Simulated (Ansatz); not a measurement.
# CH₂ClNOSi: small, medium and large basis sets

How large a basis does CH₂ClNOSi need? Two functionals are run in growing sets.

The runs use Ansatz 0.2.0, Gaussian basis; one geometry, several basis sets.

The runs, in order: PBE0-D4/def2-SVP; ωB97M-V/def2-SVP; PBE0-D4/def2-QZVPP; ωB97M-V/def2-QZVPP; the functionals' def2-TZVPP values are taken from earlier runs.

## 1. Structure used throughout

All runs share one geometry, relaxed beforehand with PBE0-D4 in a triple-zeta def2 set.

7 atoms, charge 0, spin multiplicity 1.

Atoms are counted from 1 here; the program's logs count them from 0.

Bond lengths: O1–Si2 1.623 Å, O1–H6 0.960 Å, Si2–N3 1.771 Å, Si2–C4 1.764 Å, Si2–H7 1.466 Å, N3–C4 1.278 Å, C4–Cl5 1.718 Å. Angles: Si2–O1–H6 118.8°, O1–Si2–N3 121.9°, O1–Si2–C4 125.9°, O1–Si2–H7 106.9°, N3–Si2–C4 42.4°, N3–Si2–H7 121.2°, C4–Si2–H7 124.9°, Si2–N3–C4 68.5°, Si2–C4–N3 69.1°, Si2–C4–Cl5 162.8°, N3–C4–Cl5 128.1°.

## 2. PBE0-D4 in def2-SVP

in.yaml

```yaml
crystal:
  periodic: [false, false, false]
  atoms:
    - {symbol: O, position_ang: [-0.554891, -0.830670, 1.530237]}
    - {symbol: Si, position_ang: [0.397610, -0.493683, 0.260464]}
    - {symbol: N, position_ang: [-0.257715, -0.286877, -1.371264]}
    - {symbol: C, position_ang: [0.158152, 0.821876, -0.890582]}
    - {symbol: Cl, position_ang: [0.093053, 2.379513, -1.611326]}
    - {symbol: H, position_ang: [-1.443767, -0.469446, 1.550445]}
    - {symbol: H, position_ang: [1.668658, -1.188812, 0.486127]}
basis:
  gaussian: {orbitals: def2-SVP}
hamiltonian: {xc: pbe0, dispersion: d4}
output: {orbitals: {seedname: orbitals}}
```

On the command line:

```
ansatz run in.yaml --threads 2 --pin off --events-out ev --progress --plain --max-ram 4352MiB
```

Further steps of the session: ωB97M-V in def2-SVP; PBE0-D4 in def2-QZVPP; ωB97M-V in def2-QZVPP.

Before running them: what should the planned runs give, taken together? Wanted: PBE0-D4: double and triple zeta above quadruple; ωB97M-V: double and triple zeta above quadruple.

The runs gave:

| quantity | value |
| --- | --- |
| PBE0-D4: double and triple zeta above quadruple | 13.80, 0.91 eV |
| ωB97M-V: double and triple zeta above quadruple | 13.83, 0.85 eV |

**Reading.** For PBE0-D4 the step from double to triple zeta gains 12.89 eV and the next only 0.91 eV. These are total energies; as a rule much of such shifts cancels in differences, which this series doesn't test. The LUMO of ωB97M-V is positive and keeps falling with the basis (1.75 to 1.04 eV): an unbound level that the basis holds in place.
